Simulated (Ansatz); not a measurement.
# AlH₃IN (SMILES [NH2][AlH][I]): functionals against CCSD(T) at one geometry

An exercise on one series of results from a longer session: the logs are not shown, and one member is left open.

Program: Ansatz 0.2.0, Gaussian basis. Level of theory: single points in def2-TZVPP. These are calculated values, not measurements.

Correlated methods freeze the cores. Filled d shells of the heavier atoms are correlated. Core potentials replace the inner electrons past krypton, and spin-orbit coupling is left out.

### Where the work starts

SMILES `[NH2][AlH][I]`, 6 atoms, charge 0, spin multiplicity 1.

Atoms are counted from 1 here; the program's logs count them from 0.

Bond lengths: N1–Al2 1.763 Å, N1–H4 1.071 Å, N1–H5 1.044 Å, Al2–I3 2.512 Å, Al2–H6 1.501 Å. Angles: Al2–N1–H4 124.7°, Al2–N1–H5 129.9°, H4–N1–H5 105.0°, N1–Al2–I3 123.0°, N1–Al2–H6 122.3°, I3–Al2–H6 114.7°.

Coordinates:

```xyz
6
AlH3IN
N    -0.6418    0.2826   -0.7513
Al    0.4138   -0.0339    0.6244
I     1.6488   -2.1995    0.9298
H    -1.2068    1.1820   -0.8916
H    -0.7663   -0.2550   -1.6374
H     0.6275    0.9700    1.7190
```

The first run:

Input file run/in.yaml:

```yaml
crystal:
  periodic: [false, false, false]
  atoms:
    - {symbol: N, position_ang: [-0.641800, 0.282600, -0.751300]}
    - {symbol: Al, position_ang: [0.413800, -0.033900, 0.624400]}
    - {symbol: I, position_ang: [1.648800, -2.199500, 0.929800]}
    - {symbol: H, position_ang: [-1.206800, 1.182000, -0.891600]}
    - {symbol: H, position_ang: [-0.766300, -0.255000, -1.637400]}
    - {symbol: H, position_ang: [0.627500, 0.970000, 1.719000]}
basis:
  gaussian: {orbitals: def2-TZVPP}
correlation: {method: ccsd_t}
output: {forces: true}
```

The command line of these runs was not kept.

Steps of the session up to this table: CCSD(T)/def2-TZVPP; PBE0-D4/def2-TZVPP; wB97M-V/def2-TZVPP; r2SCAN-D4/def2-TZVPP; PBE-D4/def2-TZVPP; B97M-V/def2-TZVPP; wB97X-V/def2-TZVPP.

One of the session's tables, all rows but one given; the rest of the session is left out.

```
   method  RMS force component (eV/Å)  angle to CCSD(T) forces (°)  dipole (D)
  CCSD(T)                       0.978                    reference        2.48
  PBE0-D4                       0.992                          3.5        2.51
  wB97M-V                       0.970                          3.0        2.60
r2SCAN-D4                       0.958                          2.7        2.54
   PBE-D4                       0.885                          6.0        2.48
   B97M-V                           ?                            ?           ?
  wB97X-V                       0.985                          2.0        2.59
```

**Question.** Estimate the row for B97M-V.

As computed: RMS force component (eV/Å): 1.015; angle to CCSD(T) forces (°): 5.2; dipole (D): 2.40. In the column «RMS force component (eV/Å)» it is the highest.
